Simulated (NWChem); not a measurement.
**One shape, several levels: C2H7BClN (SMILES CNB(C)Cl)**

Aim: a comparison of 3 runs (HF/STO-3G, HF/3-21G, B3LYP/6-31G*) of C2H7BClN. 

The results are computed with NWChem 7.3.0.

## (1) Starting point

The species is C2H7BClN (12 atoms), meant as a singlet with charge 0. As SMILES, `CNB(C)Cl`. Geometry: relaxed at PBE0-D4/def2-TZVP. This is one conformer, not always the lowest.

Bond lengths: C1–N2 1.444 Å, N2–B3 1.389 Å, B3–C4 1.565 Å, B3–Cl5 1.788 Å, C1–H6 1.094 Å, C1–H7 1.094 Å, C1–H8 1.088 Å, N2–H9 1.008 Å, C4–H10 1.093 Å, C4–H11 1.094 Å, C4–H12 1.094 Å. Some angles: C1–N2–B3 129.4°, N2–B3–C4 122.8°, N2–B3–Cl5 118.9°, C4–B3–Cl5 118.3°, C1–N2–H9 114.1°, B3–N2–H9 116.4°, N2–C1–H6 111.3°, N2–C1–H7 111.3°, N2–C1–H8 109.4°, B3–C4–H10 113.2°.

## (2) Energy and forces at HF/STO-3G (run 1)

geom.nw

```
start geom
memory total 2200 mb
charge 0
geometry units angstroms noautosym nocenter noautoz
C     -1.556700     0.765000    -0.933400
N     -0.561300    -0.131200    -0.395100
B      0.550400     0.152500     0.388200
C      1.536600    -0.954100     0.891800
Cl     0.875400     1.850200     0.844500
H     -1.581200     0.720200    -2.026100
H     -2.554800     0.521600    -0.557600
H     -1.320300     1.785700    -0.638600
H     -0.708800    -1.100200    -0.630100
H      1.260900    -1.959000     0.561500
H      1.583700    -0.956800     1.984700
H      2.553200    -0.748900     0.543900
end
basis spherical bse
C library STO-3G
N library STO-3G
B library STO-3G
Cl library STO-3G
H library STO-3G
end
scf
thresh 1e-08
maxiter 80
end
task scf gradient
```

Run with:

```console
$ nwchem geom.nw > geom.out
```

What it wrote:

```text
[...]
  functions       =    36
[...]
  wavefunction    = RHF
[...]
         Total SCF energy =   -611.696863777846
      One-electron energy =  -1258.102858666012
      Two-electron energy =    437.403350293764
 Nuclear repulsion energy =    209.002644594402
        Time for solution =      2.8s
[...]
                         RHF ENERGY GRADIENTS
    atom               coordinates                        gradient
                 x          y          z           x          y          z
   1 C      -2.941736   1.445640  -1.763870    0.018026  -0.016933   0.009681
   2 N      -1.060703  -0.247932  -0.746631   -0.030974   0.001553  -0.020475
   3 B       1.040105   0.288183   0.733592    0.016577   0.004539   0.011754
   4 C       2.903753  -1.802988   1.685258   -0.012548   0.011486  -0.006791
   5 Cl      1.654266   3.496371   1.595874   -0.002044  -0.010864  -0.002908
   6 H      -2.988035   1.360981  -3.828774    0.000248   0.000543  -0.001650
   7 H      -4.827872   0.985681  -1.053711   -0.001458   0.000199   0.000945
   8 H      -2.495005   3.374484  -1.206779    0.000231   0.000819   0.000249
   9 H      -1.339438  -2.079077  -1.190716    0.004822   0.014200   0.005202
  10 H       2.382755  -3.701973   1.061081   -0.001351  -0.007879  -0.002036
  11 H       2.992759  -1.808090   3.750539    0.001371   0.000545   0.007262
[...]
```

It took 4.5 s on 1 thread of AMD EPYC 7R13 (Zen 3), shared host; peak memory 0.099 GiB.

## (3) Energy and forces at HF/3-21G (run 2)

c2h7bcln.nw

```
START c2h7bcln
TITLE "C2H7BClN"
memory 2200 mb

GEOMETRY units bohr noautosym nocenter noautoz
   C     -2.94173666     1.44564049    -1.76387036
   N     -1.06070327    -0.24793207    -0.74663079
   B      1.04010526     0.28818323     0.73359168
   C      2.90375316    -1.80298770     1.68525776
   Cl     1.65426625     3.49637128     1.59587371
   H     -2.98803495     1.36098075    -3.82877410
   H     -4.82787230     0.98568115    -1.05371129
   H     -2.49500540     3.37448394    -1.20677910
   H     -1.33943788    -2.07907668    -1.19071643
   H      2.38275567    -3.70197348     1.06108122
   H      2.99275926    -1.80808996     3.75053944
   H      4.82484874    -1.41521589     1.02782204
END

BASIS spherical bse
   * library 3-21G
END

SCF
   thresh 1e-08
   maxiter 80
END

TASK scf gradient
```

Run with:

```console
$ nwchem c2h7bcln.nw > c2h7bcln.out
```

What it wrote:

```text
[...]
  functions       =    63
[...]
  wavefunction    = RHF
[...]
         Total SCF energy =   -615.468391910813
      One-electron energy =  -1261.056892321159
      Two-electron energy =    436.585870932718
 Nuclear repulsion energy =    209.002629477628
        Time for solution =      2.9s
[...]
                         RHF ENERGY GRADIENTS
    atom               coordinates                        gradient
                 x          y          z           x          y          z
   1 C      -2.941737   1.445640  -1.763870    0.015819  -0.016903   0.008211
   2 N      -1.060703  -0.247932  -0.746631   -0.004969   0.017378  -0.000889
   3 B       1.040105   0.288183   0.733592    0.003407   0.020348   0.005182
   4 C       2.903753  -1.802988   1.685258   -0.007082   0.004682  -0.004070
   5 Cl      1.654266   3.496371   1.595874   -0.005491  -0.023483  -0.006991
   6 H      -2.988035   1.360981  -3.828774   -0.000218  -0.000099  -0.006318
   7 H      -4.827872   0.985681  -1.053711   -0.005818  -0.001235   0.002141
   8 H      -2.495005   3.374484  -1.206779    0.002478   0.006422   0.002504
   9 H      -1.339438  -2.079077  -1.190716   -0.000745  -0.004442  -0.001132
  10 H       2.382756  -3.701973   1.061081   -0.000877  -0.004704  -0.001263
  11 H       2.992759  -1.808090   3.750539    0.000111   0.000657   0.003727
[...]
```

Wall time 4.5 s (1 thread of AMD EPYC 7R13 (Zen 3), shared host); peak memory 0.099 GiB.

## (4) Energy and gradient at B3LYP/6-31G(d) (Cartesian functions) (run 3)

run.py

```python
from ase import Atoms
from ase.calculators.nwchem import NWChem

system = Atoms(['C', 'N', 'B', 'C', 'Cl', 'H', 'H', 'H', 'H', 'H', 'H', 'H'], positions=[
    [-1.556700, 0.765000, -0.933400],
    [-0.561300, -0.131200, -0.395100],
    [0.550400, 0.152500, 0.388200],
    [1.536600, -0.954100, 0.891800],
    [0.875400, 1.850200, 0.844500],
    [-1.581200, 0.720200, -2.026100],
    [-2.554800, 0.521600, -0.557600],
    [-1.320300, 1.785700, -0.638600],
    [-0.708800, -1.100200, -0.630100],
    [1.260900, -1.959000, 0.561500],
    [1.583700, -0.956800, 1.984700],
    [2.553200, -0.748900, 0.543900],
])

calc = NWChem(
    label='test',
    theory='dft',
    memory='2200 mb',
    basis='6-31G*',
    dft={'xc': 'b3lyp', 'mult': '1', 'grid': 'fine', 'convergence': 'energy 1e-08', 'iterations': '100', 'mulliken': None},
)
system.calc = calc

forces = system.get_forces()
print(f"energy = {system.get_potential_energy():.6f} eV")
print("forces (eV/A):")
for s, f in zip(system.symbols, forces):
    print(f"{s:2s} {f[0]:10.5f} {f[1]:10.5f} {f[2]:10.5f}")
print("dipole (e A):", system.get_dipole_moment().round(4))
```

Run with:

```console
$ export ASE_NWCHEM_COMMAND="nwchem PREFIX.nwi > PREFIX.nwo"
$ python run.py
```

What it wrote:

```text
energy = -16879.968371 eV
forces (eV/A):
C    -0.20121    0.16512   -0.11246
N     0.08048   -0.01584    0.05127
B     0.02057   -0.17016   -0.01183
C     0.06788   -0.06155    0.03646
Cl    0.11534    0.42593    0.13786
H    -0.02628   -0.00159   -0.13149
H    -0.13025   -0.02309    0.02448
H    -0.00710    0.07266    0.00555
H    -0.03826   -0.23304   -0.05759
H    -0.01280   -0.12861   -0.02715
H     0.01594   -0.02530    0.11735
H     0.11570   -0.00458   -0.03250
dipole (e A): [-0.3239 -0.4251 -0.2761]
```

The calculator wrote test.nwi:

```
title "test"

permanent_dir test

scratch_dir test

start test

geometry units angstrom nocenter noautosym noautoz
  C  -1.5567000000000000e+00 7.6500000000000001e-01 -9.3340000000000001e-01
  N  -5.6130000000000002e-01 -1.3120000000000001e-01 -3.9510000000000001e-01
  B  5.5040000000000000e-01 1.5250000000000000e-01 3.8819999999999999e-01
  C  1.5366000000000000e+00 -9.5409999999999995e-01 8.9180000000000004e-01
  Cl 8.7539999999999996e-01 1.8502000000000001e+00 8.4450000000000003e-01
  H  -1.5811999999999999e+00 7.2019999999999995e-01 -2.0261000000000000e+00
  H  -2.5548000000000002e+00 5.2159999999999995e-01 -5.5759999999999998e-01
  H  -1.3203000000000000e+00 1.7857000000000001e+00 -6.3859999999999995e-01
  H  -7.0879999999999999e-01 -1.1002000000000001e+00 -6.3009999999999999e-01
  H  1.2608999999999999e+00 -1.9590000000000001e+00 5.6150000000000000e-01
  H  1.5837000000000001e+00 -9.5679999999999998e-01 1.9846999999999999e+00
  H  2.5531999999999999e+00 -7.4890000000000001e-01 5.4390000000000005e-01
end

memory 2200 mb

basis noprint
   * library 6-31G*
end

dft
  xc b3lyp
  mult 1
  grid fine
  convergence energy 1e-08
  iterations 100
  mulliken
end

task dft gradient
```

test.nwo, cut to the lines that bear on the results:

```text
[...]
         Total DFT energy =     -620.327401050672
[...]
  wavefunction    = closed shell
                         DFT ENERGY GRADIENTS
    atom               coordinates                        gradient
                 x          y          z           x          y          z
   1 C      -2.941736   1.445640  -1.763870    0.003913  -0.003211   0.002187
   2 N      -1.060703  -0.247932  -0.746631   -0.001565   0.000308  -0.000997
   3 B       1.040105   0.288183   0.733592   -0.000400   0.003309   0.000230
[... 8 lines of this table left out ...]
  12 H       4.824848  -1.415216   1.027822   -0.002250   0.000089   0.000632
[...]
```

It took 29 s on 1 thread of AMD EPYC 7R13 (Zen 3), shared host; peak memory 0.13 GiB.

## (5) The series

```
run                               level  Cartesian functions  iteration cap  energy (Eh)  dipole moment (D)  HOMO energy (eV)  LUMO energy (eV)  wall time
  1                           HF/STO-3G                   no             80  -611.696864               3.29             -9.32              8.30      4.5 s
  2                            HF/3-21G                   no             80  -615.468392               3.55            -10.86              4.96      4.5 s
  3  B3LYP/6-31G* (Cartesian functions)                  yes            100  -620.327401               2.89             -7.19              0.93       29 s
```

## (6) Summary of results

| quantity | value |
| --- | --- |
| run 3: total energy | -620.32740 Eh |
| run 3: dipole moment | 2.89 D |
| run 3: HOMO energy | -7.19 eV |
| run 3: LUMO energy | 0.93 eV |
| run 3: HOMO–LUMO gap | 8.12 eV |
| run 3: largest force on an atom | 0.462 eV/Å |

The dipole moment (its size) runs from 2.89 D (B3LYP/6-31G*) to 3.55 D (HF/3-21G). The two ends differ in method and basis. The HOMO–LUMO gap runs from 8.12 eV (B3LYP/6-31G*) to 17.62 eV (HF/STO-3G). In run 1 the basis is minimal, so the values are rough. All runs together took 38 s, the longest 29 s.
